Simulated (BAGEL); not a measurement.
# CH3BeCl (SMILES [CH3][Be][Cl]) at 6 levels

We compute a comparison of 6 runs (HF/def2-SVP, B3LYP/6-31G*, PBE exchange/def2-SVP, B3LYP/6-31G**, RI-MP2/STO-3G) of CH3BeCl. 

The calculation is run with BAGEL 1.2.2.

7 further runs of the same task are left out: 3 that didn't finish, 4 set aside as unsound or not needed.

### 1 Starting point

CH3BeCl has 6 atoms, charge 0, and is taken as a singlet. As SMILES, `[CH3][Be][Cl]`. The shape comes from GFN2-xTB, which is rough for such elements, and wasn't checked as a minimum.

Bond lengths: Be1–C2 1.729 Å, Be1–Cl6 1.760 Å, C2–H3 1.088 Å, C2–H4 1.088 Å, C2–H5 1.088 Å. Angles: C2–Be1–Cl6 179.0°, Be1–C2–H3 114.3°, Be1–C2–H4 113.6°, Be1–C2–H5 113.9°, H3–C2–H4 104.6°, H3–C2–H5 104.7°, H4–C2–H5 104.6°.

### 2 The energy at HF/def2-SVP (run 1)

hf.json

```json
{ "bagel" : [

{
  "title" : "molecule",
  "basis" : "svp",
  "df_basis" : "qzvpp-jkfit",
  "geometry" : [
    { "atom" : "Be", "xyz" : [ -0.02887502,  0.01785791, -2.04101760 ] },
    { "atom" : "C", "xyz" : [  0.00177634,  0.00075589,  1.22624328 ] },
    { "atom" : "H", "xyz" : [ -0.80880278,  1.68221530,  2.08816626 ] },
    { "atom" : "H", "xyz" : [  1.88825214, -0.13893266,  2.03245714 ] },
    { "atom" : "H", "xyz" : [ -1.03762972, -1.56459874,  2.06167230 ] },
    { "atom" : "Cl", "xyz" : [ -0.01472097,  0.00270231, -5.36752139 ] }
  ]
},
{ "title" : "hf", "charge" : 0, "df" : false },
{ "title" : "print", "file" : "orbitals.molden", "orbitals" : true }

]}
```

Command:

```bash
BAGEL_NUM_THREADS=1 BAGEL hf.json > hf.out
```

Standard output:

```text
* using 1 threads per process

  ===============================================================
  ===============================================================

  *** Geometry ***

  { "atom" : "Be", "xyz" : [     -0.028875,      0.017858,     -2.041018 ] },
  { "atom" : "C", "xyz" : [      0.001776,      0.000756,      1.226243 ] },
  { "atom" : "H", "xyz" : [     -0.808803,      1.682215,      2.088166 ] },
  { "atom" : "H", "xyz" : [      1.888252,     -0.138933,      2.032457 ] },
  { "atom" : "H", "xyz" : [     -1.037630,     -1.564599,      2.061672 ] },
  { "atom" : "Cl", "xyz" : [     -0.014721,      0.002702,     -5.367521 ] },

  Number of auxiliary basis functions:      308

  Since a DF basis is specified, we compute 2- and 3-index integrals:
    o Being stored without compression. Storage requirement is 0.008 GB

  Number of basis functions:       56
  Number of electrons      :       30

    * METHOD: MOLECULE                             0.07

  *** RHF ***

  === Nuclear Repulsion ===
    62.2468923295

      * DIIS with orbital gradients will be used.

  === RHF iteration (svp) ===
      0       -510.09715818          0.03327002           0.07
      1       -513.40710388          0.02340905           0.07
      2       -513.61238195          0.00682960           0.07
      3       -513.63774585          0.00239676           0.07
      4       -513.64026960          0.00045578           0.07
      5       -513.64039022          0.00015236           0.07
      6       -513.64040249          0.00003545           0.07
      7       -513.64040324          0.00000913           0.07
      8       -513.64040329          0.00000287           0.06
      9       -513.64040330          0.00000064           0.06
     10       -513.64040330          0.00000017           0.06
     11       -513.64040330          0.00000005           0.06
     12       -513.64040330          0.00000001           0.06
     13       -513.64040330          0.00000001           0.06
    * SCF iteration converged.

    * Permanent dipole moment:
           (    0.009658,    -0.007406,    -0.405539) a.u.

    * METHOD: HF                                   0.99

    * METHOD: PRINT                                0.00

  ===============================================================
```

Wall time 1.4 s (1 thread of Intel Xeon 6975P-C (Granite Rapids), shared host); peak memory 0.08 GiB.

### 3 The energy at B3LYP/6-31G(d) (density fitting with qzvpp-jkfit, spherical functions) (run 2)

job.json

```json
{ "bagel" : [

{
  "title" : "molecule",
  "basis" : "6-31gs.json",
  "df_basis" : "qzvpp-jkfit",
  "angstrom" : "true",
  "geometry" : [
    { "atom" : "Be", "xyz" : [   -0.015280,    0.009450,   -1.080060 ] },
    { "atom" : "C", "xyz" : [    0.000940,    0.000400,    0.648900 ] },
    { "atom" : "H", "xyz" : [   -0.428000,    0.890190,    1.105010 ] },
    { "atom" : "H", "xyz" : [    0.999220,   -0.073520,    1.075530 ] },
    { "atom" : "H", "xyz" : [   -0.549090,   -0.827950,    1.090990 ] },
    { "atom" : "Cl", "xyz" : [   -0.007790,    0.001430,   -2.840370 ] }
  ]
},
{
  "title" : "ks",
  "xc_func" : "b3lyp",
  "charge" : 0
},
{
  "title" : "print",
  "file" : "orbitals.molden",
  "orbitals" : "true"
}

]}
```

The basis set 6-31G* is read from a file made from the Basis Set Exchange's data (not shown).

Command:

```bash
BAGEL_NUM_THREADS=1 BAGEL job.json > job.out
```

Standard output:

```text
* using 1 threads per process

  ===============================================================
  ===============================================================

  *** Geometry ***

  { "atom" : "Be", "xyz" : [     -0.028875,      0.017858,     -2.041018 ] },
  { "atom" : "C", "xyz" : [      0.001776,      0.000756,      1.226243 ] },
  { "atom" : "H", "xyz" : [     -0.808803,      1.682215,      2.088166 ] },
  { "atom" : "H", "xyz" : [      1.888252,     -0.138933,      2.032457 ] },
  { "atom" : "H", "xyz" : [     -1.037630,     -1.564599,      2.061672 ] },
  { "atom" : "Cl", "xyz" : [     -0.014721,      0.002702,     -5.367521 ] },

  Number of auxiliary basis functions:      308

  Since a DF basis is specified, we compute 2- and 3-index integrals:
    o Being stored without compression. Storage requirement is 0.007 GB

  Number of basis functions:       52
  Number of electrons      :       30

    * METHOD: MOLECULE                             0.05

  *** Kohn-Sham DFT ***

    * Removing 9688 points whose weight is below 1.00e-10
    * Grid points: 79748

  === Nuclear Repulsion ===
    62.2468922546

       - DIIS with orbital gradients will be used.

  === KS iteration (b3lyp / 6-31gs.json) ===
      0       -472.03559888          0.07343404           0.12
      1       -347.75455061          0.25244132           0.09
      2       -427.44198948          0.08443658           0.08
      3       -477.34328125          0.16162787           0.08
      4       -482.69438840          0.16593436           0.08
      5       -483.24099483          0.16537186           0.08
      6       -486.89286110          0.12137063           0.08
      7       -487.18920586          0.12333802           0.08
      8       -475.69712103          0.10884380           0.08
      9       -510.92742764          0.09702254           0.09
[... 13 lines of this table left out ...]
     23       -514.93623123          0.00000022           0.08
     24       -514.93623123          0.00000005           0.09
     25       -514.93623123          0.00000002           0.10
     26       -514.93623123          0.00000001           0.09
    * SCF iteration converged.

    * Permanent dipole moment:
           (    0.007384,    -0.005783,    -0.416697) a.u.

    * METHOD: KS                                   2.59

    * METHOD: PRINT                                0.00

  ===============================================================
```

Wall time 2.9 s (1 thread of Intel Xeon 6975P-C (Granite Rapids), shared host); peak memory 0.22 GiB.

### 4 Energy and gradient at B3LYP/6-31G(d) (density fitting with qzvpp-jkfit, Cartesian functions) (run 3)

job.json

```json
{ "bagel" : [

{
  "title" : "molecule",
  "basis" : "6-31gs.json",
  "df_basis" : "qzvpp-jkfit",
  "cartesian" : true,
  "geometry" : [
    { "atom" : "Be", "xyz" : [ -0.02887502,  0.01785791, -2.04101760 ] },
    { "atom" : "C", "xyz" : [  0.00177634,  0.00075589,  1.22624328 ] },
    { "atom" : "H", "xyz" : [ -0.80880278,  1.68221530,  2.08816626 ] },
    { "atom" : "H", "xyz" : [  1.88825214, -0.13893266,  2.03245714 ] },
    { "atom" : "H", "xyz" : [ -1.03762972, -1.56459874,  2.06167230 ] },
    { "atom" : "Cl", "xyz" : [ -0.01472097,  0.00270231, -5.36752139 ] }
  ]
},
{
  "title" : "force",
  "method" : [
    {
      "title" : "ks",
      "xc_func" : "b3lyp"
    }
  ]
}

]}
```

The basis set 6-31G* is read from a file made from the Basis Set Exchange's data (not shown).

Command:

```bash
BAGEL_NUM_THREADS=1 BAGEL job.json > job.out
```

Standard output:

```text
* using 1 threads per process

  ===============================================================
  ===============================================================

  Cartesian basis functions are used
  *** Geometry ***

  { "atom" : "Be", "xyz" : [     -0.028875,      0.017858,     -2.041018 ] },
  { "atom" : "C", "xyz" : [      0.001776,      0.000756,      1.226243 ] },
  { "atom" : "H", "xyz" : [     -0.808803,      1.682215,      2.088166 ] },
  { "atom" : "H", "xyz" : [      1.888252,     -0.138933,      2.032457 ] },
  { "atom" : "H", "xyz" : [     -1.037630,     -1.564599,      2.061672 ] },
  { "atom" : "Cl", "xyz" : [     -0.014721,      0.002702,     -5.367521 ] },

  Number of auxiliary basis functions:      364

[... 12 lines left out ...]
    * Removing 9688 points whose weight is below 1.00e-10
[... 13 lines left out ...]
    * SCF iteration converged.
[... 1 line left out ...]
    * Permanent dipole moment:
           (    0.007370,    -0.005772,    -0.416232) a.u.

  * Nuclear energy gradient

    o Atom   0
        x         -0.0003658331
        y          0.0001918584
        z         -0.0379816432
    o Atom   1
        x          0.0002475363
        y         -0.0000693559
        z          0.0121362486
    o Atom   2
        x          0.0038785049
        y         -0.0079357615
        z          0.0013947688
    o Atom   3
        x         -0.0087622999
        y          0.0006090787
        z          0.0014755086
    o Atom   4
        x          0.0049089481
        y          0.0072363844
        z          0.0014392511
    o Atom   5
        x          0.0000918624
        y         -0.0000314571
        z          0.0215370207
  * Gradient computed with                              1.58

    * METHOD: FORCE                                5.69

  ===============================================================
```

Wall time 6.3 s (1 thread of Intel Xeon 6975P-C (Granite Rapids), shared host); peak memory 0.53 GiB.

Runs 4 to 5 aren't shown in full; the table further down has their settings and results.

### 5 Energy and gradient at RI-MP2/STO-3G (density fitting with qzvpp-jkfit) (run 6)

input.json

```json
{ "bagel": [

{
  "title": "molecule",
  "basis": "sto-3g",
  "df_basis": "qzvpp-jkfit",
  "angstrom": false,
  "geometry": [
    { "atom": "Be", "xyz": [    -0.02887502,     0.01785791,    -2.04101760 ] },
    { "atom": "C", "xyz": [     0.00177634,     0.00075589,     1.22624328 ] },
    { "atom": "H", "xyz": [    -0.80880278,     1.68221530,     2.08816626 ] },
    { "atom": "H", "xyz": [     1.88825214,    -0.13893266,     2.03245714 ] },
    { "atom": "H", "xyz": [    -1.03762972,    -1.56459874,     2.06167230 ] },
    { "atom": "Cl", "xyz": [    -0.01472097,     0.00270231,    -5.36752139 ] }
  ]
},

{
  "title": "force",
  "method": [
    { "title": "mp2", "ncore": 6 }
  ]
}

]}
```

Command:

```bash
BAGEL_NUM_THREADS=1 BAGEL input.json > input.out
```

Standard output:

```text
* using 1 threads per process

  ===============================================================
  ===============================================================

  *** Geometry ***

  { "atom" : "Be", "xyz" : [     -0.028875,      0.017858,     -2.041018 ] },
  { "atom" : "C", "xyz" : [      0.001776,      0.000756,      1.226243 ] },
  { "atom" : "H", "xyz" : [     -0.808803,      1.682215,      2.088166 ] },
  { "atom" : "H", "xyz" : [      1.888252,     -0.138933,      2.032457 ] },
  { "atom" : "H", "xyz" : [     -1.037630,     -1.564599,      2.061672 ] },
  { "atom" : "Cl", "xyz" : [     -0.014721,      0.002702,     -5.367521 ] },

  Number of auxiliary basis functions:      308

[... 23 lines left out ...]
    * SCF iteration converged.
[... 1 line left out ...]
    * Permanent dipole moment:
[... 6 lines left out ...]
      MP2 correlation energy:   -0.0810879209
[... 1 line left out ...]
    * Permanent dipole moment: MP2 unrelaxed
[... 12 lines left out ...]
    * Permanent dipole moment: MP2 relaxed
           (    0.006921,    -0.005420,    -0.423902) a.u.

  * Nuclear energy gradient

    o Atom   0
        x         -0.0003193930
        y          0.0001682875
        z         -0.0272740757
    o Atom   1
        x          0.0001430747
        y          0.0000355238
        z          0.0081092533
    o Atom   2
        x          0.0066029077
        y         -0.0135425458
        z          0.0012948292
    o Atom   3
        x         -0.0149082314
        y          0.0010483672
        z          0.0014442551
    o Atom   4
        x          0.0083519937
        y          0.0123580127
        z          0.0013704796
    o Atom   5
        x          0.0001296484
        y         -0.0000676454
        z          0.0150552585

    * METHOD: FORCE                                0.25

  ===============================================================
```

Run time: 0.58 s. Hardware: 1 thread of Intel Xeon 6975P-C (Granite Rapids), shared host; peak memory 0.08 GiB.

### 6 The series

```csv
run,level,integral approximation,Cartesian functions,energy (Eh),dipole moment (D),wall time
1,HF/def2-SVP,none,no,-513.640403,1.03,1.4 s
2,"B3LYP/6-31G* (density fitting with qzvpp-jkfit, spherical functions)",qzvpp-jkfit,no,-514.936231,1.06,2.9 s
3,"B3LYP/6-31G* (density fitting with qzvpp-jkfit, Cartesian functions)",qzvpp-jkfit,yes,-514.940286,1.06,6.3 s
4,PBE exchange/def2-SVP (density fitting with tzvpp-jkfit),tzvpp-jkfit,no,-513.404932,0.56,6 s
5,"B3LYP/6-31G** (density fitting with qzvpp-jkfit, spherical functions)",qzvpp-jkfit,no,-514.941361,1.06,3.9 s
6,RI-MP2/STO-3G (density fitting with qzvpp-jkfit),qzvpp-jkfit,no,-508.341247,1.08,0.58 s
```

### 7 Summary of results

```
                                                      quantity          value
                                           run 6: total energy  -508.34125 Eh
run 6: dipole moment (of the density that the program reports)         1.08 D
            run 6: correlation energy (6 core orbitals frozen)      -81.1 mEh
                               run 6: largest force on an atom     1.403 eV/Å
```

What this shows: The dipole moment (its size) runs from 0.56 D (PBE exchange/def2-SVP) to 1.08 D (RI-MP2/STO-3G). The two ends differ in method and basis. Over runs 1, 2, 5 the HOMO–LUMO gap runs from 8.70 eV (B3LYP/6-31G*) to 14.75 eV (HF/def2-SVP). Totals of different functionals can't be ranked against each other. In run 6 the basis is minimal, so the values are rough. All runs together took 21 s, the longest 6.3 s.
